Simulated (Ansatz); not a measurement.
# GeH2S (SMILES [SH][GeH]): CCSDTQ/STO-3G

What is the energy change on altering one bond length of GeH2S at CCSDTQ/STO-3G? 

The calculation is run with Ansatz 0.2.0.

51 further runs of the same task are left out: 3 that didn't finish, 48 set aside as unsound or not needed.

### 1 The structure to begin with

The species is GeH2S (4 atoms), meant as a singlet with charge 0. SMILES: `[SH][GeH]`. Geometry: relaxed at PBE0-D4/def2-TZVP.

Bond lengths: S1–Ge2 2.225 Å, S1–H3 1.342 Å, Ge2–H4 1.595 Å. Angles: S1–Ge2–H4 93.7°, Ge2–S1–H3 100.2°.

### 2 The energy at CCSDTQ/STO-3G

File job.yaml:

```yaml
crystal:
  periodic: [false, false, false]
  atoms:
    - {symbol: S, position_ang: [-0.443300, -1.201800, 0.271700]}
    - {symbol: Ge, position_ang: [-0.841700, 0.737900, -0.743600]}
    - {symbol: H, position_ang: [0.779200, -0.962100, 0.771200]}
    - {symbol: H, position_ang: [0.561200, 1.365900, -0.319400]}
basis:
  gaussian: {orbitals: STO-3G}
total_charge: 0
magnetization: {spin_polarized: false, initial_magnetization: 0}
correlation: {method: ccsdtq, frozen_orbitals: {Ge: 9, H: 0, S: 5}}
accuracy: high
scf: {omitted_lower_state_checks: [cluster_reference, increment]}
```

Command:

```sh
$ ansatz run job.yaml --threads 1 --pin off --max-ram 2610MiB --events-out events.jsonl --progress --plain --runs-dir runs
```

The log of the run (excerpt; [...] marks lines left out):

```text
Warning: RAYON_NUM_THREADS=1 ignored (pool sized by the plan → 1); use --threads N
Functional definition: HF
  name "HF"
[...]
422 factors; integrals over basis functions are off by at most 1.4e-8 eV
[...]
mean field -66560.43803525 eV, -2446.0509815100 hartree, gradient 2.3e-8 eV, S^2 0.000000; 0 other end points of the search recorded, 0 dependent functions left out
14 core orbitals not correlated: weight in the atoms' cores, before any rotation towards them, 1.000 or more for the frozen orbitals, at most 0.000 for the correlated occupied ones
reference -66560.43803525 eV, -2446.0509815100 hartree; 11, 11 occupied and 4, 4 virtual orbitals, 422 factors
second order -1.57276804 eV of doubles, -0.00000000 eV of singles
cycle   1  -1.93950519 eV  change   -3.7e-1 eV  update   9.1e-2
[...]
cycle  39  -2.30781907 eV  change  -9.8e-12 eV  update  5.7e-10
Total energy: -66562.74585431 eV, -2446.1357922964 hartree
Checks for a lower state left out: cluster_reference, increment
```

Run time: 18 s. Hardware: 1 thread of Arm Neoverse V1, shared host; peak memory 0.22 GiB.

### 3 The distorted shape at the same level

File in.yaml:

```yaml
basis:
  gaussian:
    orbitals: STO-3G
crystal:
  periodic: [false, false, false]
  atoms:
    - {symbol: S, position_ang: [-0.748896, -1.261719, 0.146837]}
    - {symbol: Ge, position_ang: [-1.147296, 0.677981, -0.868463]}
    - {symbol: H, position_ang: [0.779200, -0.962100, 0.771200]}
    - {symbol: H, position_ang: [0.255604, 1.305981, -0.444263]}
magnetization:
  spin_polarized: false
  initial_magnetization: 0
correlation:
  method: ccsdtq
  frozen_orbitals: {Ge: 9, H: 0, S: 5}
accuracy: high
scf:
  omitted_lower_state_checks: [cluster_reference, increment]
```

Command:

```sh
$ ansatz run in.yaml --threads 1 --pin off --max-ram 2610MiB --events-out events.jsonl --progress --plain --runs-dir runs
```

The log of the run (excerpt; [...] marks lines left out):

```text
Warning: RAYON_NUM_THREADS=1 ignored (pool sized by the plan → 1); use --threads N
[... 2 set-up lines as earlier in the session ...]
[...]
421 factors; integrals over basis functions are off by at most 1.5e-8 eV
[...]
mean field -66558.98001437 eV, -2445.9974002311 hartree, gradient 5.0e-8 eV, S^2 0.000000; 0 other end points of the search recorded, 0 dependent functions left out
14 core orbitals not correlated: weight in the atoms' cores, before any rotation towards them, 1.000 or more for the frozen orbitals, at most 0.000 for the correlated occupied ones
reference -66558.98001437 eV, -2445.9974002311 hartree; 11, 11 occupied and 4, 4 virtual orbitals, 421 factors
second order -1.91376985 eV of doubles, -0.00000000 eV of singles
cycle   1  -2.38454119 eV  change   -4.7e-1 eV  update   1.0e-1
[...]
cycle  39  -2.88111617 eV  change   6.3e-12 eV  update   1.8e-9
Total energy: -66561.86113054 eV, -2446.1032792975 hartree
Checks for a lower state left out: cluster_reference, increment
```

Run time: 19 s. Hardware: 1 thread of Arm Neoverse V1, shared host; peak memory 0.22 GiB.

### 4 What came out

At CCSDTQ/STO-3G, 14 core orbitals frozen:

| quantity | value |
| --- | --- |
| first shape: total energy | -2446.13579 Eh |
| first shape: correlation energy (14 core orbitals frozen) | -84.8 mEh |
| first shape: T1 diagnostic | 0.019 |
| distorted shape: total energy | -2446.10328 Eh |
| distorted shape: correlation energy (14 core orbitals frozen) | -105.9 mEh |
| distorted shape: T1 diagnostic | 0.021 |
| energy change with the S1–H3 bond stretched from 1.342 to 1.678 Å | 0.885 eV |

With the S1–H3 bond stretched from 1.342 to 1.678 Å the energy rises by 0.88 eV (85.4 kJ/mol). The first shape isn't relaxed at this level, so the change isn't measured from a minimum. The minimal basis adds a large error of its own.
